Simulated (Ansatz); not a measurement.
Crystal: CoNiO2.

```xyz
4
Lattice="3.0143 0.0000 0.0000 0.0000 3.0143 0.0000 0.0000 0.0000 4.2223" Properties=species:S:1:pos:R:3 pbc="T T T"
Ni    0.0000    0.0000    0.0000
Co    1.5072    1.5072    2.1111
O     0.0000    0.0000    2.1111
O     1.5072    1.5072    0.0000
```

The cell comes from a database or a generator and needn't be the stable form of this composition.

Alike in all runs: program Ansatz 0.2.0; functional PBEsol; potentials or basis Ansatz PAW; cutoff 420 eV (not typed: the program's choice for these potentials); k mesh 9 × 9 × 6; occupations fermi-dirac, width 0.05 eV.

Starts and where they ended:

```tsv
start	free energy over the lowest (meV/atom)	net moment (μB)	site or absolute moments (μB)	gap
collinear spin, antiferromagnetic start of up to 2 μB	0.0	-4.55	Ni -1.34; Co -2.43; O -0.31, -0.29	none (metal or under the smearing width)
collinear spin, random start of up to 1.03 μB	0.0	-4.55	Ni -1.34; Co -2.43; O -0.31, -0.29	none (metal or under the smearing width)
collinear spin, ferrimagnetic start of up to 1 μB	14.0	-1.31	Ni +1.19; Co -2.34; O -0.13, +0.06	none (metal or under the smearing width)
collinear spin, ferromagnetic start of up to 2 μB	0.0	4.55	Ni +1.34; Co +2.43; O +0.31, +0.29	none (metal or under the smearing width)
no spin polarisation	126.1	-	-	none (metal or under the smearing width)
collinear spin, ferromagnetic start of up to 3.5 μB	0.0	4.55	Ni +1.34; Co +2.43; O +0.31, +0.29	none (metal or under the smearing width)
```

The spin-polarised runs without a constraint all converged, yet they end up to 14 meV/atom apart: a converged run can sit in a state that isn't the lowest. Allowing spin polarisation gains 126 meV/atom. A still lower state may exist.

Caveats: semilocal functionals often make such compounds metallic where correlation or magnetic order opens a gap, which also shifts bond lengths; the starting moments weren't kept (some runs); the magnetic or orbital state may not be the lowest (some runs); an odd number of electrons without spin polarisation forces a metal (some runs); a magnetic or distorted state may lie lower (some runs).
